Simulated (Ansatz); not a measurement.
**CCl4 (carbon tetrachloride) at PBE/def2-SVP**

What is the electronic atomisation energy of CCl4 (carbon tetrachloride) at PBE/def2-SVP? 

Program for the calculation: Ansatz 0.2.0.

29 further runs of the same task are left out: 4 that didn't finish, 25 set aside as unsound or not needed. Runs told in other sessions of the task aren't counted.

## Step 1: The molecule

The species is CCl4 (5 atoms), meant as a singlet with charge 0. SMILES: `ClC(Cl)(Cl)Cl`. The coordinates come from a PBE0-D4/def2-TZVP relaxation.

Bond lengths: Cl1–C2 1.763 Å, C2–Cl3 1.763 Å, C2–Cl4 1.763 Å, C2–Cl5 1.763 Å. Angles: Cl1–C2–Cl3 109.5°, Cl1–C2–Cl4 109.5°, Cl1–C2–Cl5 109.5°, Cl3–C2–Cl4 109.5°, Cl3–C2–Cl5 109.5°, Cl4–C2–Cl5 109.5°.

## Step 2: A single-point energy at PBE/def2-SVP

Input file run.yaml:

```yaml
crystal:
  periodic: [false, false, false]
  atoms:
    - {symbol: Cl, position_ang: [-0.668000, 0.146960, 1.624600]}
    - {symbol: C, position_ang: [-0.000030, 0.000120, -0.000100]}
    - {symbol: Cl, position_ang: [1.442040, -1.012680, 0.047270]}
    - {symbol: Cl, position_ang: [-1.198720, -0.733970, -1.063930]}
    - {symbol: Cl, position_ang: [0.424690, 1.599560, -0.607850]}
basis:
  gaussian:
    orbitals: def2-SVP
hamiltonian:
  xc: pbe
accuracy: high
output: {orbitals: {seedname: orbitals}}
```

Run with:

```
$ ansatz run run.yaml --threads 1 --pin off --max-ram 3480MiB --events-out events.jsonl --progress --plain --runs-dir runs
```

The program printed:

```text
Warning: RAYON_NUM_THREADS=1 ignored (pool sized by the plan → 1); use --threads N
Functional definition: PBE
  name "PBE"
  parameter kappa = 0.804
  parameter beta = 0.06672455060314922
  exchange = pbe_x(kappa = kappa, mu = beta*pi^2/3)
  correlation = pbe_c(beta = beta)
1757 factors; integrals over basis functions are off by at most 3.9e-9 eV
mean field evaluation 1: about -51088.4255 eV, gradient 8.8e0 eV
mean field evaluation 2: about -51088.5089 eV, gradient 7.7e0 eV
mean field evaluation 4: about -51088.6458 eV, gradient 5.0e-1 eV
mean field evaluation 8: about -51088.6366 eV, gradient 9.4e-4 eV
mean field evaluation 16: about -51088.6366 eV, gradient 1.9e-8 eV
mean field -51088.63660339 eV, -1877.4727660531 hartree, gradient 1.9e-8 eV, S^2 0.000000; 0 other end points of the search recorded, 0 dependent functions left out
reference -51088.63660511 eV, -1877.4727661160 hartree; 37, 37 occupied and 49, 49 virtual orbitals, 1757 factors
Total energy: -51088.63660511 eV, -1877.4727661160 hartree
```

It took 3 s on 1 thread of Intel Xeon 6975P-C (Granite Rapids), shared host; peak memory 0.21 GiB.

## Step 3: The C atom at the same level

Input file molecule.yaml:

```yaml
basis:
  gaussian: {orbitals: def2-SVP}
crystal:
  periodic: [false, false, false]
  atoms:
    - {symbol: C, position_ang: [0.000000, 0.000000, 0.000000]}
magnetization: {spin_polarized: true, initial_magnetization: 2}
hamiltonian: {xc: pbe}
accuracy: high
```

Run the same way, it converges to -37.75124 Eh (log not shown).

## Step 4: The Cl atom

Input file run.yaml:

```yaml
crystal:
  periodic: [false, false, false]
  atoms:
    - {symbol: Cl, position_ang: [0.000000, 0.000000, 0.000000]}
basis:
  gaussian:
    orbitals: def2-SVP
total_charge: 0
magnetization:
  spin_polarized: true
  initial_magnetization: 1
hamiltonian:
  xc: {name: PBE}
accuracy: high
```

Run with:

```
$ ansatz run run.yaml --threads 1 --pin off --max-ram 3480MiB --events-out events.jsonl --progress --plain --runs-dir runs
```

The program printed, shortened:

```text
Warning: RAYON_NUM_THREADS=1 ignored (pool sized by the plan → 1); use --threads N
[... 6 set-up lines as earlier in the session ...]
134 factors; integrals over basis functions are off by at most 2.6e-9 eV
mean field evaluation 1: about -12511.6460 eV, gradient 3.4e0 eV
mean field evaluation 2: about -12511.7044 eV, gradient 1.5e0 eV
mean field evaluation 4: about -12511.7137 eV, gradient 3.6e-1 eV
mean field evaluation 8: about -12511.7143 eV, gradient 8.2e-5 eV
mean field evaluation 16: about -12511.7143 eV, gradient 7.6e-9 eV
mean field evaluation 32: about -12511.7143 eV, gradient 1.8e-1 eV
mean field -12511.71429011 eV, -459.7970194169 hartree, gradient 4.7e-9 eV, S^2 0.751591; 2 other end points of the search recorded, 0 dependent functions left out
reference -12511.71429105 eV, -459.7970194516 hartree; 9, 8 occupied and 9, 10 virtual orbitals, 134 factors
Total energy: -12511.71429105 eV, -459.7970194516 hartree
```

It took 0.52 s on 1 thread of Intel Xeon 6975P-C (Granite Rapids), shared host.

## Step 5: Summary of results

Level: PBE/def2-SVP.

```
                     quantity           value
       molecule: total energy  -1877.47277 Eh
        molecule: HOMO energy        -7.36 eV
        molecule: LUMO energy        -1.77 eV
      molecule: HOMO–LUMO gap         5.59 eV
         C atom: total energy    -37.75124 Eh
                 C atom: ⟨S²⟩           2.002
        Cl atom: total energy   -459.79702 Eh
                Cl atom: ⟨S²⟩           0.752
electronic atomisation energy       14.516 eV
```

Taking the molecule apart into free atoms costs 14.52 eV (335 kcal/mol), before zero-point energy and without spin-orbit coupling.
